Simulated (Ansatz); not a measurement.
# H₄InNO: one species, many methods

One table from this session's results is given with a row withheld; the runs are named, their logs left out.

The runs use Ansatz 0.2.0, Gaussian basis; functionals in def2-TZVPP, the program's frozen cores in correlated methods.

Plan: LDA (SPW92), PBE-D4, revPBE-D4, BLYP-D4, r2SCAN-D4, B97M-V, PBE0-D4, B3LYP-D4, r2SCANh-D4, r2SCAN0-D4, HSE06-D4, BHLYP-D4, CAM-B3LYP-D4, LC-ωPBE, ωB97X-V, ωB97M-V, B2PLYP, PBE-QIDH; CCSD(T)/def2-SVP; CCSD(T)/def2-TZVPP; CCSD(T)/def2-QZVPP; extrapolation to the limit; RPA on PBE.

## The geometry

An earlier PBE0-D4 in a triple-zeta def2 set relaxation fixed the geometry. In takes the def2 core potential; no spin-orbit term is included.

SMILES `[NH2][InH][OH]`, 7 atoms, charge 0, spin multiplicity 1.

Atoms are counted from 1 here; the program's logs count them from 0.

Bond lengths: N1–In2 2.003 Å, N1–H4 1.009 Å, N1–H5 1.007 Å, In2–O3 1.990 Å, In2–H6 1.701 Å, O3–H7 0.959 Å. Angles: In2–N1–H4 117.7°, In2–N1–H5 120.9°, H4–N1–H5 110.5°, N1–In2–O3 107.5°, N1–In2–H6 129.7°, O3–In2–H6 122.6°, In2–O3–H7 113.7°.

Coordinates:

```xyz
7
charge 0, multiplicity 1
N    -1.09878    0.47184   -0.92873
In    0.28420    0.30568    0.51001
O     1.32256   -1.35419    0.15150
H    -1.32351   -0.35459   -1.46146
H    -1.92145    1.03692   -0.79194
H     0.67859    1.38011    1.76849
H     2.05839   -1.48576    0.75214
```

The first run:

in.yaml

```yaml
crystal:
  periodic: [false, false, false]
  atoms:
    - {symbol: N, position_ang: [-1.098783, 0.471839, -0.928735]}
    - {symbol: In, position_ang: [0.284198, 0.305679, 0.510005]}
    - {symbol: O, position_ang: [1.322556, -1.354188, 0.151499]}
    - {symbol: H, position_ang: [-1.323511, -0.354586, -1.461461]}
    - {symbol: H, position_ang: [-1.921445, 1.036919, -0.791943]}
    - {symbol: H, position_ang: [0.678590, 1.380110, 1.768491]}
    - {symbol: H, position_ang: [2.058395, -1.485764, 0.752145]}
basis:
  gaussian: {orbitals: def2-TZVPP}
hamiltonian: {xc: lda}
output: {orbitals: {seedname: orbitals}}
```

Command:

```bash
$ ansatz run in.yaml --threads 2 --pin off --events-out ev --progress --plain --max-ram 22528MiB --backend cpu
```

Among the steps run: LDA; PBE-D4 (GGA); revPBE-D4 (GGA); BLYP-D4 (GGA); r2SCAN-D4 (meta-GGA); B97M-V (meta-GGA); B3LYP-D4 (hybrid); r2SCANh-D4 (hybrid); r2SCAN0-D4 (hybrid); HSE06-D4 (hybrid); BHLYP-D4 (hybrid); CAM-B3LYP-D4 (range-separated); LC-ωPBE (range-separated); ωB97X-V (range-separated); ωB97M-V (range-separated); B2PLYP (double hybrid); PBE-QIDH (double hybrid).

One of the session's tables, all rows but one given; the rest of the session is left out.

It belongs to the step «Frontier levels by functional». 

| functional | HOMO (eV) | gap (eV) |
| --- | --- | --- |
| LDA (SPW92) | -5.96 | 4.21 |
| PBE-D4 | -5.76 | 4.24 |
| revPBE-D4 | -5.68 | 4.26 |
| BLYP-D4 | -5.65 | 4.13 |
| r2SCAN-D4 | -6.03 | 4.80 |
| B97M-V | -6.08 | 4.59 |
| PBE0-D4 | -7.13 | 6.33 |
| B3LYP-D4 | -6.90 | 5.81 |
| r2SCANh-D4 | -6.55 | 5.57 |
| r2SCAN0-D4 | -7.33 | 6.71 |
| HSE06-D4 | -6.72 | 5.57 |
| BHLYP-D4 | -8.42 | 8.20 |
| CAM-B3LYP-D4 | -8.57 | 8.53 |
| LC-ωPBE | -9.97 | 11.00 |
| ωB97X-V | -9.58 | 10.50 |
| ωB97M-V | ? | ? |

**Question.** Estimate the row for ωB97M-V.

The run gave: HOMO (eV): -9.50; gap (eV): 10.09. In the column «HOMO (eV)» it lies between ωB97X-V (-9.58) and CAM-B3LYP-D4 (-8.57).
